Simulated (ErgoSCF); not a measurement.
**SnHOF (SMILES [OH][Sn][F]) at CAM-B3LYP/STO-3G**

What is the vertical singlet–triplet gap of SnHOF at CAM-B3LYP/STO-3G? 

The results are computed with ErgoSCF 3.8.

5 further runs of the same task are left out: 5 set aside as unsound or not needed.

**1. The molecule**

SnHOF has 4 atoms, charge 0, and is taken as a singlet. SMILES: `[OH][Sn][F]`. The shape comes from GFN2-xTB, which is rough for such elements, and wasn't checked as a minimum.

Bond lengths: O1–Sn2 2.020 Å, Sn2–F3 2.083 Å, O1–H4 0.956 Å. Angles: O1–Sn2–F3 97.9°, Sn2–O1–H4 130.1°.

**2. A single-point energy at CAM-B3LYP/STO-3G**

The input, job.ego:

```
# FHOSn, Camb3lyp
set_nthreads("env")
molecule_inline
O     -1.84958834     0.62090731    -1.00397370
Sn    -0.16654156    -2.33260234     0.73228777
F      3.25240763    -0.57986246     1.58933526
H     -1.23629663     2.29155749    -1.31763044
EOF
scf.use_diagonalization = 1
scf.max_number_of_iterations = 150
basis = "STO-3G"
XC.type = "Turbo"
tmpdir = "."
scf.output_mulliken_pop = 1
run "Camb3lyp"
```

The basis set STO-3G is read from a file made from the Basis Set Exchange's data (not shown).

Started as:

```bash
$ ergo job.ego
```

Log:

```text
[...]
INSC SCF_general constructor, number of basis functions: 38
[...]
INSC Energy   1 =      -6297.10456403453
[...]
INDE E_LUMO =          0.10057350992
[...]
INSC Energy  17 =      -6138.56144861414  ( diff      0.000000000005457 )
[...]
RESC CONVERGED after  17 iterations.
RESC FINAL ENERGY:      -6138.56144861414
[...]
INSC SCF: dipole_moment_x [atomic units] =       0.07576225
INSC SCF: dipole_moment_y [atomic units] =       0.23307495
INSC SCF: dipole_moment_z [atomic units] =      -0.04800823
[...]
```

Wall time 6.3 s (1 thread of Intel Xeon 6975P-C (Granite Rapids), shared host); peak memory 0.26 GiB.

**3. The triplet, same level**

The input, run.inp:

```
set_nthreads(1)
molecule_inline
O     -1.84958834     0.62090731    -1.00397370
Sn    -0.16654156    -2.33260234     0.73228777
F      3.25240763    -0.57986246     1.58933526
H     -1.23629663     2.29155749    -1.31763044
EOF
scf.use_diagonalization = 1
basis = "STO-3G"
spin_polarization = 2
XC.type = "Turbo"
scf.output_mulliken_pop = 1
scf.max_number_of_iterations = 150
tmpdir = "."
run "Camb3lyp"
```

The basis set STO-3G is read from a file made from the Basis Set Exchange's data (not shown).

Started as:

```bash
$ ergo run.inp
```

Log:

```text
[...]
INSC SCF_general constructor, number of basis functions: 38
[...]
INSC Energy   1 =      -6297.15819268679
[...]
INDE E_LUMO =         -0.00449895514
[...]
INSC Energy  22 =      -6138.46094477900  ( diff      0.000000000003638 )
[...]
RESC CONVERGED after  22 iterations.
RESC FINAL ENERGY:      -6138.46094477900
RESC FINAL <S2> =          2.01118918356
[...]
INSC SCF: dipole_moment_x [atomic units] =      -0.00814421
INSC SCF: dipole_moment_y [atomic units] =      -0.32888313
INSC SCF: dipole_moment_z [atomic units] =       0.10982323
[...]
```

Run time: 12 s. Hardware: 1 thread of Intel Xeon 6975P-C (Granite Rapids), shared host; peak memory 0.26 GiB.

**4. Outcome**

Level: CAM-B3LYP/STO-3G.

| quantity | value |
| --- | --- |
| singlet: total energy | -6138.56145 Eh |
| singlet: dipole moment | 0.63 D |
| triplet: total energy | -6138.46094 Eh |
| triplet: dipole moment | 0.88 D |
| triplet: ⟨S²⟩ | 2.011 |
| vertical energy of the triplet above the singlet | 2.735 eV |

At this shape the triplet lies 2.73 eV (63 kcal/mol) above the singlet. In a minimal basis such a difference can be off by several eV, whatever the method. Mulliken charges (singlet) run from -0.42 on O1 to +0.48 on Sn2. Relativity is left out (singlet) although the molecule holds a heavy atom. Relativity is left out (triplet) although the molecule holds a heavy atom.
